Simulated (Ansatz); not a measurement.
# KMgF3: the cost of one run

Program: Ansatz 0.2.0. Level of theory: DFT PBE, scalar-relativistic, plane waves, PAW. These are calculated values, not measurements.

4 further runs of the same task are left out: 4 set aside as unsound or not needed.

## Step 1: Starting point

The cell holds 20 atoms (EuF12K4Mg3): a = 7.022 Å, b = 7.022 Å, c = 7.022 Å, α = 109.47°, β = 109.47°, γ = 109.47°.

Structure file:

```
CELL_PARAMETERS angstrom
-4.05388 4.05388 4.05388
4.05388 -4.05388 4.05388
4.05388 4.05388 -4.05388
ATOMIC_POSITIONS crystal
K 0.50000 0.50000 0.50000
K 0.00000 0.00000 0.50000
K 0.00000 0.50000 0.00000
K 0.50000 0.00000 0.00000
Eu 0.50000 0.50000 0.00000
Mg 0.00000 0.00000 0.00000
Mg 0.00000 0.50000 0.50000
Mg 0.50000 0.00000 0.50000
F 0.25000 0.00000 0.25000
F 0.75000 0.50000 0.25000
F 0.75000 0.00000 0.75000
F 0.25000 0.50000 0.75000
F 0.75000 0.25000 0.50000
F 0.25000 0.75000 0.50000
F 0.25000 0.25000 0.00000
F 0.75000 0.75000 0.00000
F 0.00000 0.25000 0.25000
F 0.50000 0.75000 0.25000
F 0.50000 0.25000 0.75000
F 0.00000 0.75000 0.75000
```

The host was relaxed before at PBE: a = 4.054 Å, b = 4.054 Å, c = 4.054 Å, α = 90.00°, β = 90.00°, γ = 90.00° (conventional cell), 13.324 Å³/atom.

Places, in fractions of the supercell: Eu in place of Mg at (0.500, 0.500, 0.000). The start keeps the symmetry of the ideal site.

## Step 2: Band edges of the host over the zone

File input.yaml:

```yaml
crystal:
  lattice:
    - [4.0538824298, 0.0, 0.0]
    - [0.0, 4.0538824298, 0.0]
    - [0.0, 0.0, 4.0538824298]
  atoms:
    - { symbol: K, position: [0.5, 0.5, 0.5] }
    - { symbol: Mg, position: [0.0, 0.0, 0.0] }
    - { symbol: F, position: [0.0, 0.5, 0.0] }
    - { symbol: F, position: [0.0, 0.0, 0.5] }
    - { symbol: F, position: [0.5, 0.0, 0.0] }
basis:
  ecutwfc: 420
  xc_grid: 2
kpoints:
  mp_grid: { grid: [6, 6, 6] }
  band_path: { path: [VBM, CBM], npoints: 2 }
hamiltonian:
  xc: pbe
scf:
  occupations: { method: gaussian, width: 0.02 }
output:
  forces: true
  stress: true
  eigenvalues: true
```

Run with:

```sh
$ ansatz run input.yaml --threads 8 --pin off --max-ram 14336MiB --backend cpu --events-out ev --progress --plain --runs-dir out
```

What time and memory should one allow on 8 threads of Arm Neoverse V1, shared host?

About 1.3 s, with a peak of 0.37 GiB.
